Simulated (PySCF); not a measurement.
# [HfO(OH)3]−: other functionals and bases at one geometry

How far do other levels of theory move the description of [HfO(OH)3]−, and what does each cost? It is a constructed species; whether it can be made isn't addressed.

Method: several levels, as the steps say, no spin–orbit coupling; program: PySCF 2.14.0.

2 further runs of the same task are left out: 1 for a known fault of the program, 1 that didn't finish.

## (1) Starting geometry

8 atoms, charge -1, spin multiplicity 1.

Bond lengths: Hf1–O2 1.834 Å, Hf1–O3 2.050 Å, Hf1–H4 2.623 Å, Hf1–O5 2.050 Å, Hf1–O7 2.050 Å, Hf1–H8 2.623 Å, O3–H4 0.972 Å, O5–H6 0.972 Å, O7–H8 0.972 Å. Angles: O2–Hf1–O3 107.7°, O2–Hf1–H4 88.2°, O2–Hf1–O5 108.5°, O2–Hf1–O7 107.7°, O2–Hf1–H8 88.2°, O3–Hf1–H4 19.5°, O3–Hf1–O5 111.0°, O3–Hf1–O7 110.7°, O3–Hf1–H8 118.5°, H4–Hf1–O5 119.2°, H4–Hf1–O7 118.5°, H4–Hf1–H8 119.3°, O5–Hf1–O7 111.0°, O5–Hf1–H8 119.2°, O7–Hf1–H8 19.5°, Hf1–O3–H4 115.8°, Hf1–H4–O3 44.7°, Hf1–O5–H6 117.1° and more.

Geometry (Å):

```
Hf   -0.3710    0.0000    0.1148
O     0.5390    0.0000    1.7070
O     0.1754    1.6865   -0.9138
H     0.8192    2.2635   -0.4695
O    -2.3818    0.0000    0.5130
H    -2.6488    0.0000    1.4474
O     0.1754   -1.6865   -0.9138
H     0.8192   -2.2635   -0.4695
```

Formal oxidation states: Hf +4. An earlier session relaxed this geometry at PBE, Hf def2-SVP with ECP60, O def2-SVP, H def2-SVP (singlet, point group Cs).

At PBE on the finer grid: E = -350.481668 Eh, HOMO -0.89 eV, LUMO 3.50 eV, Mulliken charge on Hf1 +0.40 e, largest force component 0.022 eV/Å. 

Levels to run: TPSSh; CAM-B3LYP; wB97X; TPSS; PBE, TZVP; PBE, x2c-SVP. Hardware: 2 threads of Intel Xeon 6975P-C (Granite Rapids), shared host.

## (2) TPSSh

File run.py (the lines that set the calculation):

```python
mol = gto.M(atom='''
Hf    -0.37099     0.00000     0.11484
O      0.53898     0.00000     1.70703
O      0.17536     1.68650    -0.91377
H      0.81921     2.26354    -0.46953
O     -2.38179     0.00000     0.51304
H     -2.64879     0.00000     1.44740
O      0.17536    -1.68650    -0.91377
H      0.81921    -2.26354    -0.46953''',
    basis={'Hf': 'def2-SVP', 'O': 'def2-SVP', 'H': 'def2-SVP'},
    ecp={'Hf': 'def2-SVP'},
    charge=-1, spin=0)
mf = dft.RKS(mol, xc='TPSSH')
mf.grids.atom_grid = (75, 302)
mf = mf.density_fit()  # fitting sets: Hf def2-universal-JKFIT, O def2-universal-JKFIT, H def2-universal-JKFIT
mf.conv_tol = 1e-08; mf.max_cycle = 55
mf.kernel(dm0)  # dm0: the density of the relaxed state
```

The run is started by

```bash
$ OMP_NUM_THREADS=2 python run.py
```

## (3) CAM-B3LYP

Changes to run.py (the lines that set the calculation) since step 2:

```diff
@@ -12,3 +12,3 @@
     charge=-1, spin=0)
-mf = dft.RKS(mol, xc='TPSSH')
+mf = dft.RKS(mol, xc='CAMB3LYP')
 mf.grids.atom_grid = (75, 302)
```

## (4) wB97X

Changes to run.py (the lines that set the calculation) since step 3:

```diff
@@ -12,3 +12,3 @@
     charge=-1, spin=0)
-mf = dft.RKS(mol, xc='CAMB3LYP')
+mf = dft.RKS(mol, xc='WB97X')
 mf.grids.atom_grid = (75, 302)
```

## (5) TPSS

Changes to run.py (the lines that set the calculation) since step 4:

```diff
@@ -12,3 +12,3 @@
     charge=-1, spin=0)
-mf = dft.RKS(mol, xc='WB97X')
+mf = dft.RKS(mol, xc='TPSS')
 mf.grids.atom_grid = (75, 302)
```

## (6) PBE, TZVP

Basis: Hf def2-TZVP with ECP60, O def2-TZVP, H def2-TZVP. 

Changes to run.py (the lines that set the calculation) since step 5:

```diff
@@ -9,6 +9,6 @@
 H      0.81921    -2.26354    -0.46953''',
-    basis={'Hf': 'def2-SVP', 'O': 'def2-SVP', 'H': 'def2-SVP'},
-    ecp={'Hf': 'def2-SVP'},
+    basis={'Hf': 'def2-TZVP', 'O': 'def2-TZVP', 'H': 'def2-TZVP'},
+    ecp={'Hf': 'def2-TZVP'},
     charge=-1, spin=0)
-mf = dft.RKS(mol, xc='TPSS')
+mf = dft.RKS(mol, xc='PBE')
 mf.grids.atom_grid = (75, 302)
@@ -16,2 +16,2 @@
 mf.conv_tol = 1e-08; mf.max_cycle = 55
-mf.kernel(dm0)  # dm0: the density of the relaxed state
+mf.kernel(dm0)  # dm0: free metal ions and neutral atoms
```

## (7) PBE, x2c-SVP

Basis: Hf x2c-SVPall, O x2c-SVPall, H x2c-SVPall. All electrons are treated, with the spin-free X2C Hamiltonian.

File run.py (the lines that set the calculation):

```python
mol = gto.M(atom='''
Hf    -0.37099     0.00000     0.11484
O      0.53898     0.00000     1.70703
O      0.17536     1.68650    -0.91377
H      0.81921     2.26354    -0.46953
O     -2.38179     0.00000     0.51304
H     -2.64879     0.00000     1.44740
O      0.17536    -1.68650    -0.91377
H      0.81921    -2.26354    -0.46953''',
    basis={'Hf': 'x2c-SVPall', 'O': 'x2c-SVPall', 'H': 'x2c-SVPall'},
    nucmod='G',
    charge=-1, spin=0)
mf = dft.RKS(mol, xc='PBE')
mf.grids.atom_grid = (99, 590)
mf = mf.density_fit()  # fitting sets: Hf AutoAux, O AutoAux, H AutoAux
mf = mf.sfx2c1e()
mf.conv_tol = 1e-08; mf.max_cycle = 55
mf.kernel(dm0)  # dm0: free metal ions and neutral atoms
```

Before running it: what results should come out? Wanted: for each run, HOMO; gap; charge on Hf1; dipole; largest force.

The runs gave:

| level | state | HOMO (eV) | gap (eV) | charge on Hf1 (e) | dipole (D) | largest force (eV/Å) | basis functions | time |
| --- | --- | --- | --- | --- | --- | --- | --- | --- |
| PBE (relaxed here) | singlet | -0.89 | 4.39 | 0.40 | 0.33 | 0.02 | 103 | 12 s |
| TPSSh | singlet | -1.47 | 5.46 | 0.64 | 0.42 | 0.25 | 103 | 6.9 s |
| CAM-B3LYP | singlet | -3.72 | 8.57 | 0.63 | 0.46 | 0.57 | 103 | 5.7 s |
| wB97X | singlet | -4.75 | 10.63 | 0.68 | 0.50 | 0.67 | 103 | 5.5 s |
| TPSS | singlet | -0.90 | 4.63 | 0.54 | 0.40 | 0.10 | 103 | 7.4 s |
| PBE, TZVP | singlet | -0.97 | 4.30 | 1.03 | 0.38 | 0.40 | 182 | 12 s |
| PBE, x2c-SVP | singlet | -1.11 | 4.27 | 0.39 | 0.36 | 0.87 | 137 | 32 s |

Times are on 2 threads of Intel Xeon 6975P-C (Granite Rapids), shared host; the first row also made further properties. The dipole of a charged species depends on the origin, so these sizes hold for this origin alone.

In one basis the HOMO–LUMO gap runs from 4.39 eV (PBE) to 10.63 eV (wB97X). The largest leftover force, 0.87 eV/Å with PBE, x2c-SVP, stands at a geometry relaxed at another level. The Mulliken charge on Hf spans +0.39 to +1.03 e over the levels. Total energies of different levels can't be compared. Spin–orbit coupling is left out throughout.
